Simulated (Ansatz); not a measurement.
# Al5BAs6: the cost of one run

Computed with Ansatz 0.2.0 (DFT PBE, scalar-relativistic, plane waves, PAW, unless a step's input says otherwise).

## (1) Starting point

Symmetry: P31m, No. 157, trigonal system. The conventional cell has a = 6.532 Å, b = 6.532 Å, c = 6.198 Å, α = 90.00°, β = 90.00°, γ = 120.00°. Around Al (site symmetry 3) lie 4 As at 2.31 to 2.32 Å. Around Al (site symmetry m) lie 4 As at 2.31 to 2.32 Å. B (site symmetry 3m) is surrounded by 4 As at 2.31 to 2.32 Å. As (site symmetry 3) is surrounded by 4 Al at 2.31 to 2.32 Å. As (site symmetry 3m) has 3 Al at 2.31 Å and 1 B at 2.32 Å as nearest neighbours. As (site symmetry m) is surrounded by 3 Al at 2.31 to 2.32 Å and 1 B at 2.31 Å.

Structure file:

```
CELL_PARAMETERS angstrom
6.53218 0.00000 0.00000
-3.26609 5.65704 0.00000
0.00000 0.00000 6.19810
ATOMIC_POSITIONS crystal
Al 0.66667 0.33333 0.00068
Al 0.33333 0.66667 0.00068
Al 0.00000 0.33333 0.50068
Al 0.66667 0.66667 0.50068
Al 0.33333 0.00000 0.50068
B 0.00000 0.00000 0.00068
As 0.66667 0.33333 0.37532
As 0.33333 0.66667 0.37532
As 0.00000 0.00000 0.37532
As 0.00000 0.33333 0.87532
As 0.66667 0.66667 0.87532
As 0.33333 0.00000 0.87532
```

The start is an ordering of an alloy on its end members' structure types: elements ordered on the sites of the AlAs type, B/Al on Al (P31m, No. 157).

## (2) Probe: one point on a coarse mesh

The input, input.yaml:

```yaml
crystal:
  lattice:
    - [6.53218288, 0.0, 0.0]
    - [-3.26609144, 5.65703632, 0.0]
    - [0.0, 0.0, 6.19810394]
  atoms:
    - { symbol: Al, position: [0.66666667, 0.33333333, 0.000683] }
    - { symbol: Al, position: [0.33333333, 0.66666667, 0.000683] }
    - { symbol: Al, position: [0.0, 0.33333333, 0.500683] }
    - { symbol: Al, position: [0.66666667, 0.66666667, 0.500683] }
    - { symbol: Al, position: [0.33333333, 0.0, 0.500683] }
    - { symbol: B, position: [0.0, 0.0, 0.000683] }
    - { symbol: As, position: [0.66666667, 0.33333333, 0.37531701] }
    - { symbol: As, position: [0.33333333, 0.66666667, 0.37531701] }
    - { symbol: As, position: [0.0, 0.0, 0.37531701] }
    - { symbol: As, position: [0.0, 0.33333333, 0.87531701] }
    - { symbol: As, position: [0.66666667, 0.66666667, 0.87531701] }
    - { symbol: As, position: [0.33333333, 0.0, 0.87531701] }
basis:
  ecutwfc: 420
kpoints:
  mp_grid: { grid: [3, 3, 4] }
hamiltonian:
  xc: pbe
scf:
  occupations: { method: gaussian, width: 0.1 }
  lower_state_search: "off"
output:
  forces: true
  stress: true
  eigenvalues: true
```

Run with:

```bash
> ansatz run input.yaml --threads 1 --pin off --max-ram 2560MiB --backend cpu --events-out ev --progress --plain --runs-dir out
```

**Question.** How long does this run take on 1 thread of Intel Xeon Platinum 8488C (Sapphire Rapids), shared host, and how much memory does it need?

About 12 s, with a peak of 0.52 GiB.
